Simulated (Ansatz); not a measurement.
# Ru12C: the cost of one run

Program: Ansatz 0.2.0. Level of theory: DFT LDA, plane waves, PAW, scalar-relativistic, no spin polarisation. These are calculated values, not measurements.

### Step 1. The system as given

The cell holds 13 atoms (CRu12): a = 5.400 Å, b = 8.100 Å, c = 4.277 Å, α = 90.00°, β = 90.00°, γ = 120.00°.

Structure file:

```
Ru C
1.0
     5.40000    0.00000    0.00000
    -4.05000    7.01481    0.00000
     0.00000    0.00000    4.27680
Ru C
12 1
Direct
  0.00000 0.00000 0.00000
  0.16667 0.22222 0.50000
  0.00000 0.33333 0.00000
  0.16667 0.55556 0.50000
  0.00000 0.66667 0.00000
  0.16667 0.88889 0.50000
  0.50000 0.00000 0.00000
  0.66667 0.22222 0.50000
  0.50000 0.33333 0.00000
  0.66667 0.55556 0.50000
  0.50000 0.66667 0.00000
  0.66667 0.88889 0.50000
  0.00589 0.00313 0.61131
```

### Step 2. Relaxing end A

File input.yaml:

```yaml
crystal:
  lattice:
    - [5.4, 0.0, 0.0]
    - [-4.05, 7.014806, 0.0]
    - [0.0, 0.0, 4.2768]
  atoms:
    - { symbol: Ru, position: [0.0, 0.0, 0.0] }
    - { symbol: Ru, position: [0.1666667, 0.2222222, 0.5] }
    - { symbol: Ru, position: [0.0, 0.3333333, 0.0] }
    - { symbol: Ru, position: [0.1666667, 0.5555556, 0.5] }
    - { symbol: Ru, position: [0.0, 0.6666667, 0.0] }
    - { symbol: Ru, position: [0.1666667, 0.8888889, 0.5] }
    - { symbol: Ru, position: [0.5, 0.0, 0.0] }
    - { symbol: Ru, position: [0.6666667, 0.2222222, 0.5] }
    - { symbol: Ru, position: [0.5, 0.3333333, 0.0] }
    - { symbol: Ru, position: [0.6666667, 0.5555556, 0.5] }
    - { symbol: Ru, position: [0.5, 0.6666667, 0.0] }
    - { symbol: Ru, position: [0.6666667, 0.8888889, 0.5] }
    - { symbol: C, position: [0.0058884, 0.003132, 0.6113091] }
basis:
  ecutwfc: 420.0
kpoints:
  mp_grid: { grid: [4, 3, 4] }
hamiltonian:
  xc: lda
scf:
  occupations: { method: gaussian, width: 0.1 }
  lower_state_search: "off"
relax:
  f_tol: 0.03
  max_steps: 60
  adjacent_minimum: "off"
output:
  write_density: true
  write_potential: true
  elf: true
  volumetric_format: npy
```

The run is started by

```console
$ ansatz run input.yaml --threads 4 --pin off --max-ram 10240MiB --backend cpu --events-out ev --progress --plain --runs-dir out
```

Q: Estimate wall time and peak memory on 4 threads of AMD EPYC 7R43 (Zen 3), shared host.

About 85 s, with a peak of 1.1 GiB.
